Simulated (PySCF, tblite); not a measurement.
# C₃H₁₃ClSi₄: geometry, infrared bands and NMR shifts

Aim: predict the infrared bands and NMR shifts of C₃H₁₃ClSi₄ (`C=C[SiH2][Si@](C)([SiH3])[SiH2]Cl`).

Computed with tblite 0.8.0 and PySCF 2.14.0, with density-fitted response routines of our own, on a single molecule in the gas phase. Atoms count from 0, in the outputs and in this text.

## Step 1: Starting geometry

21 atoms, charge 0, multiplicity 1; geometry from: force field or distance geometry start.

Bonds of the start (Å): C0–C1 1.35, C1–Si2 1.83, Si2–Si3 2.22, Si3–C4 1.87, Si3–Si5 2.24, Si3–Si6 2.24, Si6–Cl7 2.10, C0–H8 1.11, C0–H9 1.07, C1–H10 1.08, Si2–H11 1.48, Si2–H12 1.47, C4–H13 1.09, C4–H14 1.13, C4–H15 1.11, Si5–H16 1.47, Si5–H17 1.46, Si5–H18 1.47, Si6–H19 1.45, Si6–H20 1.47.

## Step 2: Geometry optimisation with GFN2-xTB

What the job is given:

```
{"job": {"kind": "relax", "xc": "GFN2-xTB", "basis": "xTB"}, "charge": 0, "multiplicity": 1}
C      3.119100    -1.337600     0.179200
C      2.474800    -0.610500    -0.755200
Si     1.492300     0.818300    -0.176900
Si    -0.672500     0.389400     0.069200
C     -1.620700     1.975800    -0.201000
Si    -1.182900    -0.321600     2.130400
Si    -1.468600    -1.074300    -1.421800
Cl    -3.443300    -1.503700    -0.847900
H      2.972800    -0.990500     1.218600
H      3.718100    -2.200100    -0.041500
H      2.550300    -0.872500    -1.797900
H      1.577000     1.924600    -1.158000
H      1.995800     1.324200     1.108800
H     -1.052700     2.759600     0.306600
H     -1.605800     2.115600    -1.324500
H     -2.660800     1.870600     0.172400
H     -0.821100     0.713000     3.113700
H     -0.551200    -1.583400     2.498500
H     -2.638000    -0.500500     2.203000
H     -1.457000    -0.532900    -2.770200
H     -0.734400    -2.346200    -1.394200
```

Run with:

```console
OMP_NUM_THREADS=1 python probes_run.py task.json out
```

The driver reads the jobs from task.json and runs them one after another.

Standard output:

```text
step      E/eV     max force
  0    -665.45464    1.999
  1    -665.64028    1.462
  2    -665.76523    0.794
  3    -665.83456    0.705
  4    -665.91587    0.651
  5    -665.96302    0.572
  6    -666.00267    0.529
  7    -666.03644    0.549
  8    -666.07366    0.580
  9    -666.10898    0.503
 10    -666.13610    0.439
 11    -666.15098    0.231
 12    -666.15705    0.221
 13    -666.16058    0.164
 14    -666.16385    0.156
 15    -666.16593    0.128
 16    -666.16738    0.094
 17    -666.16875    0.099
 18    -666.17020    0.115
 19    -666.17169    0.088
 20    -666.17300    0.072
 21    -666.17397    0.055
 22    -666.17466    0.077
 23    -666.17530    0.082
 24    -666.17596    0.062
 25    -666.17665    0.060
 26    -666.17736    0.080
 27    -666.17804    0.084
 28    -666.17867    0.067
 29    -666.17920    0.051
 30    -666.17962    0.047
 31    -666.18000    0.067
 32    -666.18041    0.091
 33    -666.18091    0.091
 34    -666.18138    0.060
 35    -666.18176    0.041
 36    -666.18205    0.039
 37    -666.18237    0.065
 38    -666.18277    0.075
 39    -666.18322    0.058
 40    -666.18361    0.061
 41    -666.18393    0.050
 42    -666.18425    0.049
 43    -666.18461    0.055
 44    -666.18497    0.041
 45    -666.18528    0.047
 46    -666.18556    0.047
 47    -666.18584    0.047
 48    -666.18621    0.055
 49    -666.18670    0.061
 50    -666.18729    0.068
 51    -666.18792    0.065
 52    -666.18854    0.067
 53    -666.18907    0.059
 54    -666.18949    0.034
 55    -666.18983    0.036
 56    -666.19009    0.041
 57    -666.19025    0.052
 58    -666.19044    0.038
 59    -666.19059    0.025
 60    -666.19079    0.037
 61    -666.19096    0.040
 62    -666.19118    0.035
 63    -666.19132    0.025
 64    -666.19139    0.020
 65    -666.19144    0.017
 66    -666.19151    0.024
 67    -666.19163    0.027
 68    -666.19180    0.026
 69    -666.19195    0.026
 70    -666.19205    0.022
 71    -666.19213    0.022
 72    -666.19220    0.023
 73    -666.19225    0.019
 74    -666.19229    0.013
 75    -666.19231    0.012
 76    -666.19234    0.015
 77    -666.19237    0.019
 78    -666.19240    0.014
 79    -666.19242    0.009
```

Run time: 1.1 s. Hardware: 1 thread of Intel Xeon 6975P-C, shared host; peak memory 0.18 GiB.

Along the way: (not every step is listed)

| step | energy from step 0 (eV) | largest force (eV/Å) |
| --- | --- | --- |
| 0 | 0.0000 | 1.9992 |
| 1 | -0.1856 | 1.4619 |
| 2 | -0.3106 | 0.7940 |
| 3 | -0.3799 | 0.7045 |
| 4 | -0.4612 | 0.6510 |
| 5 | -0.5084 | 0.5724 |
| 6 | -0.5480 | 0.5293 |
| 7 | -0.5818 | 0.5491 |
| 8 | -0.6190 | 0.5798 |
| 14 | -0.7092 | 0.1556 |
| 20 | -0.7184 | 0.0718 |
| 26 | -0.7227 | 0.0796 |
| 32 | -0.7258 | 0.0912 |
| 38 | -0.7281 | 0.0747 |
| 44 | -0.7303 | 0.0408 |
| 50 | -0.7326 | 0.0676 |
| 56 | -0.7355 | 0.0412 |
| 62 | -0.7365 | 0.0346 |
| 68 | -0.7372 | 0.0260 |
| 74 | -0.7376 | 0.0130 |
| 75 | -0.7377 | 0.0118 |
| 76 | -0.7377 | 0.0154 |
| 77 | -0.7377 | 0.0191 |
| 78 | -0.7378 | 0.0140 |
| 79 | -0.7378 | 0.0086 |

Distances of close pairs at the start and the end, largest changes first:

| bond | before (Å) | after (Å) | change (Å) |
| --- | --- | --- | --- |
| Si2–Si3 | 2.221 | 2.349 | +0.129 |
| Si3–Si6 | 2.236 | 2.345 | +0.110 |
| Si3–Si5 | 2.239 | 2.348 | +0.108 |
| Si6–Cl7 | 2.101 | 2.038 | -0.063 |
| Si3–C4 | 1.868 | 1.922 | +0.054 |
| C1–Si2 | 1.828 | 1.881 | +0.053 |
| C4–H14 | 1.132 | 1.087 | -0.045 |
| C0–H8 | 1.106 | 1.078 | -0.027 |

The final coordinates are the input of the step that follows.

## Step 3: Infrared spectrum with GFN2-xTB

What the job is given:

```
{"job": {"kind": "ir", "xc": "GFN2-xTB", "basis": "xTB"}, "charge": 0, "multiplicity": 1}
C      3.117807    -1.398075     0.192234
C      2.461616    -0.639539    -0.670710
Si     1.546580     0.941967    -0.225458
Si    -0.719843     0.414792     0.097764
C     -1.707319     2.035700    -0.206908
Si    -1.217161    -0.288364     2.281583
Si    -1.457246    -1.113494    -1.521424
Cl    -3.375804    -1.663703    -1.110307
H      3.197627    -1.124387     1.232277
H      3.612110    -2.316271    -0.088667
H      2.415616    -0.961782    -1.704562
H      1.819655     1.903091    -1.305652
H      2.168235     1.503855     0.981524
H     -1.451377     2.799808     0.522092
H     -1.507375     2.447578    -1.192533
H     -2.778254     1.864366    -0.136944
H     -0.794094     0.693996     3.286239
H     -0.511684    -1.535389     2.592769
H     -2.640613    -0.532107     2.525233
H     -1.492606    -0.651430    -2.911475
H     -0.694790    -2.363668    -1.525636
```

Standard output:

```text
mode    cm-1     km/mol
  1      10.3      0.05
  2      13.9      0.87
  3      30.1      0.06
  4      42.9      0.02
  5      54.2      1.50
  6      75.5      1.95
  7      86.7      1.35
  8     103.3      1.08
  9     139.6      6.78
 10     145.0      0.90
 11     151.1      1.80
 12     154.7     14.17
 13     277.4      0.93
 14     313.3      3.95
 15     349.4      2.65
 16     378.8     21.05
 17     383.8      6.19
 18     417.9     19.37
 19     441.3     33.38
 20     453.4      1.12
 21     480.2     11.95
 22     494.6     18.99
 23     571.6     11.65
 24     578.1     20.85
 25     652.9    884.27
 26     668.4    268.07
 27     701.9     21.94
 28     714.3     72.43
 29     765.3    723.89
 30     794.9     62.09
 31     799.1      8.25
 32     805.4     11.82
 33     807.5    270.09
 34     814.3    168.75
 35     825.0    204.69
 36     913.4     20.64
 37    1006.2      6.34
 38    1027.7     13.80
 39    1277.7      0.53
 40    1367.3      7.13
 41    1422.9      1.99
 42    1491.9      0.48
 43    1493.2      0.29
 44    1667.2      5.24
 45    2170.5    240.80
 46    2190.7    115.51
 47    2199.1    292.07
 48    2214.1    377.25
 49    2224.5    236.15
 50    2229.6    271.64
 51    2240.4    216.82
 52    3023.7     34.65
 53    3025.2     21.71
 54    3026.9     31.81
 55    3031.5      2.63
 56    3068.9     41.94
 57    3096.7     41.19
```

It took 1.6 s on 1 thread of Intel Xeon 6975P-C, shared host; peak memory 0.18 GiB.

The strongest bands and the atoms that carry them (share of the mass-weighted mode):

| cm⁻¹ | km/mol | atoms |
| --- | --- | --- |
| 653 | 884.3 | H12 22 %, H11 21 %, H20 20 %, H19 19 % |
| 668 | 268.1 | H20 25 %, H19 22 %, H12 19 %, H11 14 % |
| 765 | 723.9 | H17 25 %, H16 24 %, H18 23 % |
| 808 | 270.1 | H17 18 %, H16 15 %, H11 15 %, H19 13 % |
| 2170 | 240.8 | H11 85 % |
| 2199 | 292.1 | H19 59 %, H20 33 % |
| 2214 | 377.2 | H16 89 % |
| 2230 | 271.6 | H20 57 %, H19 24 %, H17 15 % |

## Step 4: Nuclear shieldings: PBE0/pcSseg-1

Settings changed since step 3:

```diff
@@ -1,2 +1,2 @@
-{"job": {"kind": "ir", "xc": "GFN2-xTB", "basis": "xTB"}, "charge": 0, "multiplicity": 1}
+{"job": {"kind": "nmr", "xc": "PBE0", "basis": "pcSseg-1"}, "charge": 0, "multiplicity": 1}
 C      3.117807    -1.398075     0.192234
```

Method: GIAO PBE0/pcSseg-1 NMR shielding, non-relativistic, gas phase.

Standard output:

```text
coarse grid: 19440 points
cycle   1  E = -1739.3733717567  dE =  2.648e-01  |g| = 4.695e-01  |ddm| = 4.085e+00
cycle   2  E = -1739.3543078892  dE =  1.906e-02  |g| = 5.369e-01  |ddm| = 1.016e+00
cycle   3  E = -1739.4326935804  dE = -7.839e-02  |g| = 3.246e-02  |ddm| = 5.985e-01
cycle   4  E = -1739.4329297878  dE = -2.362e-04  |g| = 1.754e-02  |ddm| = 7.062e-02
cycle   5  E = -1739.4330223101  dE = -9.252e-05  |g| = 3.951e-03  |ddm| = 2.829e-02
cycle   6  E = -1739.4330260784  dE = -3.768e-06  |g| = 1.231e-03  |ddm| = 4.942e-03
final grid: 162912 points
cycle   7  E = -1739.4763268751  dE = -2.890e-05  |g| = 7.313e-03  |ddm| = 2.237e-02
cycle   8  E = -1739.4763225677  dE =  4.307e-06  |g| = 8.066e-03  |ddm| = 1.319e-02
cycle   9  E = -1739.4763395445  dE = -1.698e-05  |g| = 8.372e-04  |ddm| = 7.274e-03
cycle  10  E = -1739.4763396626  dE = -1.181e-07  |g| = 3.936e-04  |ddm| = 9.067e-04
cycle  11  E = -1739.4763397031  dE = -4.043e-08  |g| = 5.724e-05  |ddm| = 3.473e-04
cycle  12  E = -1739.4763397038  dE = -7.699e-10  |g| = 2.117e-05  |ddm| = 9.299e-05
converged SCF energy = -1739.4763397038

GIAO shielding tensors (ppm)
atom      isotropic    diamagn.    paramagn.     s11        s22        s33       span
  0 C       43.383     253.212    -209.829    -82.358     50.498    162.008    244.367
  1 C       48.820     263.102    -214.281    -70.930     38.258    179.133    250.063
  2 Si     416.047     882.514    -466.467    387.831    401.201    459.109     71.278
  3 Si     436.761     883.650    -446.889    419.008    429.853    461.422     42.415
  4 C      194.027     252.396     -58.368    190.618    192.139    199.325      8.708
  5 Si     461.172     881.436    -420.264    439.311    461.866    482.339     43.028
  6 Si     372.995     879.283    -506.288    306.723    371.050    441.211    134.489
  7 Cl    1057.734    1148.744     -91.010    977.773   1087.188   1108.241    130.467
  8 H       25.574      31.949      -6.375     21.345     25.031     30.346      9.001
  9 H       25.367      28.425      -3.058     21.814     24.871     29.415      7.601
 10 H       25.530      32.082      -6.552     22.717     25.344     28.529      5.812
 11 H       27.338      30.379      -3.041     24.149     25.601     32.263      8.113
 12 H       27.403      31.210      -3.808     24.512     25.600     32.096      7.584
 13 H       31.464      31.170       0.294     26.352     28.937     39.102     12.750
 14 H       31.399      31.426      -0.027     26.414     28.548     39.234     12.820
 15 H       31.173      30.667       0.505     25.849     29.318     38.352     12.503
 16 H       28.150      30.072      -1.922     24.622     25.835     33.994      9.372
 17 H       28.143      30.380      -2.237     24.685     25.963     33.781      9.096
 18 H       27.961      29.871      -1.910     23.888     26.676     33.320      9.432
 19 H       26.219      29.485      -3.266     21.601     25.586     31.471      9.870
 20 H       26.359      30.186      -3.827     21.409     26.300     31.369      9.960
```

Wall time 39 s (1 thread of Intel Xeon 6975P-C, shared host); peak memory 1 GiB.

The references, computed at this level on geometries of the same kind, shield at (ppm): 1H TMS 31.72, 13C TMS 186.9, 29Si TMS 349.2, 35Cl HCl 950. Their shielding less the atom's gives the shift. The references are single molecules in the gas phase. Atoms listed in one row are averaged.

| atoms | environment | σ (ppm) | δ (ppm) | δ scaled to CDCl3 |
| --- | --- | --- | --- | --- |
| C0 | terminal =CH2 carbon | 43.4 | 143.5 | 138.2 |
| C1 | alkene CH | 48.8 | 138.1 | 132.9 |
| C4 | methyl carbon bonded to Si | 194.0 | -7.1 | -8.8 |
| H9 | hydrogen on a terminal =CH2 carbon | 25.37 | 6.35 | 6.09 |
| H10 | hydrogen on an alkene CH | 25.53 | 6.19 | 5.94 |
| H8 | hydrogen on a terminal =CH2 carbon | 25.57 | 6.14 | 5.90 |
| H19 | hydrogen on a silicon bonded to Cl, Si | 26.22 | 5.50 | – |
| H20 | hydrogen on a silicon bonded to Cl, Si | 26.36 | 5.36 | – |
| H11 | hydrogen on a silicon bonded to C, Si | 27.34 | 4.38 | – |
| H12 | hydrogen on a silicon bonded to C, Si | 27.40 | 4.31 | – |
| H16, H17, H18 | hydrogen on a silicon bonded to Si | 28.08 | 3.63 | – |
| H13, H14, H15 | hydrogen on a methyl carbon bonded to Si | 31.34 | 0.37 | 0.46 |
| Si6 | silicon bonded to Cl, Si, 2 H | 373.0 | -23.8 | – |
| Si2 | silicon bonded to C, Si, 2 H | 416.0 | -66.9 | – |
| Si3 | silicon bonded to C, 3 Si | 436.8 | -87.6 | – |
| Si5 | silicon bonded to Si, 3 H | 461.2 | -112.0 | – |
| Cl7 | chlorine bonded to Si | 1058 | -108 | – |

The scaled column applies a straight-line fit of computed shieldings to shifts measured in CDCl3, with any fitted terms for Cl, Br or S neighbours (root-mean-square error 0.16 ppm for H, 1.9 ppm for C).

The run also stored atomic charges by several schemes (e):

| atoms | Mulliken | IAO | Hirshfeld | ESP fit |
| --- | --- | --- | --- | --- |
| C0 | -0.15 | -0.28 | -0.08 | -0.36 |
| C1 | -0.49 | -0.42 | -0.14 | -0.26 |
| Si2 | 0.49 | 0.47 | 0.24 | 0.31 |
| Si3 | -0.26 | 0.17 | 0.13 | 0.16 |
| C4 | -0.57 | -0.68 | -0.21 | -0.62 |
| Si5 | 0.31 | 0.31 | 0.21 | 0.18 |
| Si6 | 0.52 | 0.52 | 0.25 | 0.22 |
| Cl7 | -0.33 | -0.32 | -0.13 | -0.19 |

Mayer bond orders: C0–C1 1.99, C1–Si2 0.89, Si2–Si3 0.84, Si3–C4 0.93, Si3–Si5 0.90, Si3–Si6 0.87, Si6–Cl7 0.93.

## Step 5: What came out

```
                                                              quantity                                                     value
                             strongest single infrared mode (GFN2-xTB)                                      653 cm⁻¹, 884 km/mol
                                          zero-point energy (GFN2-xTB)                                             85.6 kcal/mol
                                13C shifts against TMS (PBE0/pcSseg-1)                                    143.5, 138.1, -7.1 ppm
1H shifts against TMS (PBE0/pcSseg-1, means over atoms taken as alike)  6.35, 6.19, 6.14, 5.50, 5.36, 4.38, 4.31, 3.63, 0.37 ppm
                               29Si shifts against TMS (PBE0/pcSseg-1)                           -23.8, -66.9, -87.6, -112.0 ppm
                               35Cl shifts against HCl (PBE0/pcSseg-1)                                                  -108 ppm
```

In words: Relaxing lowered the energy by 0.738 eV in 79 steps; the close pair that moved most is Si2–Si3, from 2.221 to 2.349 Å. No mode is imaginary among the 57: a minimum at this level. The strongest single mode, at 653 cm⁻¹, has its largest shares on H12, H11, H20 and H19 (the list is cut at 4 atoms). GFN2-xTB is a fitted tight-binding method: band positions and strengths are rough. Its intensities can rank the bands wrongly. The most deshielded carbon is C0 (terminal =CH2 carbon), at 143.5 ppm: an sp2 carbon of a C=C bond.
